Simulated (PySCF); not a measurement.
**InN⁻: changing the method**

Starting from one script, swap the method and compare what comes out for InN⁻.

Method: method and basis as typed in the scripts; program: PySCF 2.14.0.

4 further runs of the same task are left out: 4 that didn't finish.

## (1) The starting structure

InN⁻: 2 atoms, charge -1, spin multiplicity 2.

Bond lengths: In1–N2 2.038 Å.

## (2) Base script

input.py reads:

```python
from pyscf import gto, scf, mp

mol = gto.M(
    atom='In 0 0 0; N 0 0 2.038',
    basis='crenbl',
    ecp={'In': 'crenbl', 'N': 'crenbl'},
    charge=-1,
    spin=1,
    verbose=4,
)
mf = scf.UHF(mol)
mf.kernel()
mp.MP2(mf).kernel()
mf.dip_moment()
print('orbital energies (hartree):', [e[max(0, n-3):n+3].round(4) for e, n in zip(mf.mo_energy, mol.nelec)])
```

Started as:

```
$ OMP_NUM_THREADS=1 python input.py
```

## (3) Stability test

Edit 1 changes step after the SCF: mp2 → stability.

Changes to input.py since step 2:

```diff
@@ -1,2 +1,2 @@
-from pyscf import gto, scf, mp
+from pyscf import gto, scf
 
@@ -12,3 +12,3 @@
 mf.kernel()
-mp.MP2(mf).kernel()
+mf.stability(internal=True, external=True)
 mf.dip_moment()
```

## (4) Bp86 (UKS)

Edit 2 changes functional: none (Hartree–Fock) → bp86; SCF type: UHF → UKS; step after the SCF: mp2 → analyze.

Changes to input.py since step 2:

```diff
@@ -1,2 +1,2 @@
-from pyscf import gto, scf, mp
+from pyscf import gto, dft
 
@@ -10,5 +10,5 @@
 )
-mf = scf.UHF(mol)
+mf = dft.UKS(mol, xc='bp86')
 mf.kernel()
-mp.MP2(mf).kernel()
+mf.mulliken_pop()
 mf.dip_moment()
```

## (5) SCF alone

Edit 3 changes step after the SCF: mp2 → none.

Changes to input.py since step 2:

```diff
@@ -1,2 +1,2 @@
-from pyscf import gto, scf, mp
+from pyscf import gto, scf
 
@@ -12,3 +12,2 @@
 mf.kernel()
-mp.MP2(mf).kernel()
 mf.dip_moment()
```

## (6) NEVPT2 (ROHF)

Edit 4 changes step after the SCF: mp2 → nevpt2; SCF type: UHF → ROHF; active space: none → 7 electrons in 8 orbitals.

input.py reads:

```python
from pyscf import gto, scf, mcscf, mrpt

mol = gto.M(
    atom='In 0 0 0; N 0 0 2.038',
    basis='crenbl',
    ecp={'In': 'crenbl', 'N': 'crenbl'},
    charge=-1,
    spin=1,
    verbose=4,
)
mf = scf.ROHF(mol)
mf.kernel()
mc = mcscf.CASSCF(mf, 8, 7)
mc.kernel()
mc.analyze()
mrpt.NEVPT(mc).kernel()
mf.dip_moment()
print('orbital energies (hartree):', mf.mo_energy[..., max(0, mol.nelec[1]-3):mol.nelec[0]+3].round(4))
```

## (7) Gradient

Edit 5 changes step after the SCF: mp2 → gradient.

Changes to input.py since step 2:

```diff
@@ -1,2 +1,2 @@
-from pyscf import gto, scf, mp
+from pyscf import gto, scf
 
@@ -12,3 +12,3 @@
 mf.kernel()
-mp.MP2(mf).kernel()
+mf.nuc_grad_method().kernel()
 mf.dip_moment()
```

**Question.** What will these runs give? Wanted: for each run, E(SCF); from base; gap, α spin; after the SCF.

The runs gave:

```csv
run,E(SCF) (hartree),from base (eV),cycles,"gap, α spin (eV)",after the SCF
base,-66.206696,0,17,8.13,MP2 correlation -9.740 eV
stability test,-66.206696,0.0000,17,8.13,"unstable: internal, real -> complex, UHF/UKS -> GHF/GKS"
bp86 (UKS),-68.448476,not comparable,20,2.74,n/a
SCF alone,-66.206696,0.0000,17,8.13,n/a
NEVPT2 (ROHF),-66.206212,+0.0132,13,n/a,"NEVPT2 correlation -10.199 eV (from the SCF energy, the CASSCF gain included)"
gradient,-66.206696,0.0000,17,8.13,n/a
```

**Reading.** A lower total energy from another functional means nothing by itself. The dearest run is “NEVPT2 (ROHF)”, at 3 s against 0.73 s.
